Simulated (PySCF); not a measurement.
# C2H3BO2: the cost of one run

Programs: PySCF 2.14.0, with density-fitted response routines of our own. Each step states its level of theory. These are calculated values for one molecule in the gas phase, unless marked as measured. Atoms count from 0, in the outputs and in this text.

### 1 The starting structure

8 atoms, charge 0, multiplicity 1; geometry from: GFN2-xTB. The atoms were then displaced at random by about 0.01 Å, so the start is not that level's minimum.

Bonds of the start (Å): C0–C1 1.23, C1–B2 1.55, B2–O3 1.34, B2–O4 1.35, C0–H5 1.03, O3–H6 0.98, O4–H7 0.94.

### 2 Relaxing the molecule at PBE0-D3(BJ)/def2-SVP

Job settings and geometry (Å):

```
{"job": {"xc": "PBE0", "basis": "def2-SVP", "d3": "d3bj", "grid": 1, "shake": 0.01, "kind": "geom"}, "charge": 0, "multiplicity": 1}
C      2.295160     0.171720    -0.034910
C      1.072500     0.089360    -0.021810
B     -0.467680    -0.039600    -0.004750
O     -0.971670    -0.753990     1.005920
O     -1.153510     0.565880    -0.992790
H      3.318320     0.291430    -0.057940
H     -1.950020    -0.829930     1.018590
H     -2.087970     0.485990    -0.964770
```

Started as:

```sh
$ OMP_NUM_THREADS=1 python probes_run.py task.json out
```

The driver reads the jobs from task.json and runs them one after another.

**Question.** How long does this first job take on 1 thread of Arm Neoverse V2, shared host, and how much memory does it need?

About 13 s, with a peak of 0.35 GiB.
